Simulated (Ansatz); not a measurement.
# Rubidium, dhcp under BLYP: ground state and equation of state

The plan for rubidium in the dhcp structure: relax it, solve it on a dense k-mesh, then scale the cell to 7 volumes from 88 to 112 % of the relaxed one and try a fit of the equation of state. Spin polarisation is left out. The k-meshes are 7×7×2 for the relaxation; 10×10×3 for the dense run; 8×8×3 for the volumes.

Method: DFT BLYP, plane waves (420 eV) with PAW, scalar-relativistic; PBE-made PAW files, in Ansatz 0.2.0.

## 1. The starting structure

Symmetry: P6_3/mmc, No. 194, hexagonal system. Conventional cell: a = 4.976 Å, b = 4.976 Å, c = 16.251 Å, α = 90.00°, β = 90.00°, γ = 120.00°.

Coordinates:

```
CELL_PARAMETERS angstrom
4.97566 0.00000 0.00000
-2.48783 4.30905 0.00000
0.00000 0.00000 16.25051
ATOMIC_POSITIONS crystal
Rb 0.00000 0.00000 0.00000
Rb 0.00000 0.00000 0.50000
Rb 0.33333 0.66667 0.25000
Rb 0.66667 0.33333 0.75000
```

## 2. Geometry optimisation

Contents of input.yaml:

```yaml
crystal:
  lattice:
    - [4.9756623956, 0.0, 0.0]
    - [-2.4878311978, 4.3090500353, 0.0]
    - [0.0, 0.0, 16.2505133842]
  atoms:
    - { symbol: Rb, position: [0.0, 0.0, 0.0] }
    - { symbol: Rb, position: [0.0, 0.0, 0.5] }
    - { symbol: Rb, position: [0.3333333333, 0.6666666667, 0.25] }
    - { symbol: Rb, position: [0.6666666667, 0.3333333333, 0.75] }
hamiltonian:
  xc: blyp
  pseudopotentials:
    kind: paw
    azcp:
      Rb: "pseudopotentials/Rb.paw.azcp"
basis:
  ecutwfc: 420
  fft_grid_basis: typed
kpoints:
  mp_grid: { grid: [7, 7, 2], shift: [0, 0, 0] }
magnetization:
  spin_polarized: false
scf:
  occupations: { method: fermi_dirac, width: 0.1 }
relax:
  max_steps: 60
  f_tol: 0.01
  cell: {}
output:
  write_density: true
  write_potential: true
  elf: true
  volumetric_format: npy
```

Further steps of the session: Dense single point; The cell scaled to 88 % of its volume; The cell scaled to 92 % of its volume; The cell scaled to 96 % of its volume; The cell scaled to 100 % of its volume; The cell scaled to 104 % of its volume; The cell scaled to 108 % of its volume; The cell scaled to 112 % of its volume.

Q: Predict the outcome of this session. Wanted: space group; conventional cell; volume; shortest distance; gap on the mesh; relative to bcc; V₀, B₀, B₀′.

The runs gave:

| quantity | value |
| --- | --- |
| space group (spins left aside) | P6_3/mmc (No. 194) |
| conventional cell | a = 5.116 Å, c = 16.880 Å (c/a = 3.300) |
| volume | 95.642 Å³/atom |
| shortest distance | 5.116 Å |
| gap on the mesh | none (levels filled in part) |
| relative to bcc | -3 meV/atom |
| V₀, B₀, B₀′ | 95.577 Å³/atom, 2.3 GPa, 4.1 |

In words: The relaxation enlarged the cell by 9.8 % in volume. It lies 3 meV/atom below the element's reference form at the same level (bcc, from a run of its own), so this level prefers it, against what is seen in nature. No gap shows: it is a metal or semimetal at this level. The fitted modulus is 2.3 GPa, a soft solid; letting shape and positions relax at each volume could only lower it. The symmetry was held, so the structure may be unstable against distortions that break it.
